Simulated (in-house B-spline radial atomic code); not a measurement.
**Sn²⁺: binding energies from hole states**

How much more does a second hole in Sn²⁺ cost because of the first?

The numbers are computed with in-house B-spline radial atomic code version 1 (Dirac-Coulomb PBE, spherical fractional occupations, Fermi nucleus, basis-set limit), except any that are marked as measured or tabulated.

## (1) What is computed

* element: tin (Z = 50)
* charge: +2
* electrons: 48
* configuration: [Kr] 4d10 5s2
* Hamiltonian: Dirac-Coulomb
* nucleus: Fermi, rms radius 4.652 fm

Outer shells as boxes (Hund's rule):

[Kr] 4d10 5s2
```
[Kr] core
4d [↑↓][↑↓][↑↓][↑↓][↑↓]
5s [↑↓]
```

Settings, as recorded:

```ini
Z = 50
electrons = 48.0
configuration = [Kr] 4d10 5s2
hamiltonian = dirac
method = pbe,pbe
spin_polarised = False
nucleus = fermi
rms_radius = 4.6519
mass_number = 120
atomic_mass = 119.902202557
speed_of_light = 137.035999084
```

This reference run was done before. Its total energy is -6178.073436 hartree, and its levels are (the highest eight at most):

| orbital | occupation | energy (eV) | <r> (bohr) |
| --- | --- | --- | --- |
| 3d3/2 | 4 | -495.64 | 0.3125 |
| 3d5/2 | 6 | -486.95 | 0.3161 |
| 4s1/2 | 2 | -151.28 | 0.8186 |
| 4p1/2 | 2 | -112.34 | 0.8655 |
| 4p3/2 | 4 | -104.77 | 0.8952 |
| 4d3/2 | 4 | -43.826 | 1.083 |
| 4d5/2 | 6 | -42.777 | 1.097 |
| 5s1/2 | 2 | -26.085 | 2.217 |

Single holes known from earlier runs (ΔSCF): 1s 29348.5 eV, 2s 4452.77 eV, 3s 882.58 eV, 3p1/2 766.06 eV, 3d3/2 518.31 eV, 3d5/2 509.37 eV, 4p1/2 122.00 eV.

## (2) The 1s and 3d5/2 holes

In configurations, a minus sign after the shell means j = l − 1/2 and a plus sign j = l + 1/2; the count of electrons follows.

Settings, as recorded:

```ini
Z = 50
electrons = 46.0
configuration = 1s1 2s2 2p6 3s2 3p6 3d-4 3d+5 4s2 4p6 4d10 5s2
hamiltonian = dirac
method = pbe,pbe
spin_polarised = False
nucleus = fermi
rms_radius = 4.6519
mass_number = 120
atomic_mass = 119.902202557
speed_of_light = 137.035999084
```

## (3) The 3d5/2 and 4p1/2 holes

Settings: those of step 2 with these lines changed.

```diff
@@ -2,3 +2,3 @@
 electrons = 46.0
-configuration = 1s1 2s2 2p6 3s2 3p6 3d-4 3d+5 4s2 4p6 4d10 5s2
+configuration = 1s2 2s2 2p6 3s2 3p6 3d-4 3d+5 4s2 4p-1 4p+4 4d10 5s2
 hamiltonian = dirac
```

## (4) The 2s and 3p1/2 holes

Settings: those of step 3 with these lines changed.

```diff
@@ -2,3 +2,3 @@
 electrons = 46.0
-configuration = 1s2 2s2 2p6 3s2 3p6 3d-4 3d+5 4s2 4p-1 4p+4 4d10 5s2
+configuration = 1s2 2s1 2p6 3s2 3p-1 3p+4 3d10 4s2 4p6 4d10 5s2
 hamiltonian = dirac
```

## (5) The 1s and 3s holes

Settings: those of step 4 with these lines changed.

```diff
@@ -2,3 +2,3 @@
 electrons = 46.0
-configuration = 1s2 2s1 2p6 3s2 3p-1 3p+4 3d10 4s2 4p6 4d10 5s2
+configuration = 1s1 2s2 2p6 3s1 3p6 3d10 4s2 4p6 4d10 5s2
 hamiltonian = dirac
```

## (6) The 3d5/2 and 3d5/2 holes

Settings: those of step 5 with these lines changed.

```diff
@@ -2,3 +2,3 @@
 electrons = 46.0
-configuration = 1s1 2s2 2p6 3s1 3p6 3d10 4s2 4p6 4d10 5s2
+configuration = 1s2 2s2 2p6 3s2 3p6 3d-4 3d+4 4s2 4p6 4d10 5s2
 hamiltonian = dirac
```

## (7) The 3s and 3d3/2 holes

Settings: those of step 6 with these lines changed.

```diff
@@ -2,3 +2,3 @@
 electrons = 46.0
-configuration = 1s2 2s2 2p6 3s2 3p6 3d-4 3d+4 4s2 4p6 4d10 5s2
+configuration = 1s2 2s2 2p6 3s1 3p6 3d-3 3d+6 4s2 4p6 4d10 5s2
 hamiltonian = dirac
```

Q: What does each hole state cost in eV, and how does that compare with the orbital energies or single holes?

**Answer**, as computed:

| two holes | ΔSCF (eV) | less the two single holes (eV) |
| --- | --- | --- |
| 1s and 3d5/2 | 29914.9 | 57.03 |
| 3d5/2 and 4p1/2 | 654.44 | 23.08 |
| 2s and 3p1/2 | 5274.55 | 55.72 |
| 1s and 3s | 30292.6 | 61.60 |
| 3d5/2 and 3d5/2 | 1065.31 | 46.57 |
| 3s and 3d3/2 | 1445.12 | 44.23 |

What this shows: Two holes cost more than the sum of each, because the second electron leaves a more charged ion. The excess runs from 23.1 eV (3d5/2 and 4p1/2) to 61.6 eV (1s and 3s); it tends to be largest where both holes are compact. Values are for the free ion, measured from the vacuum level.
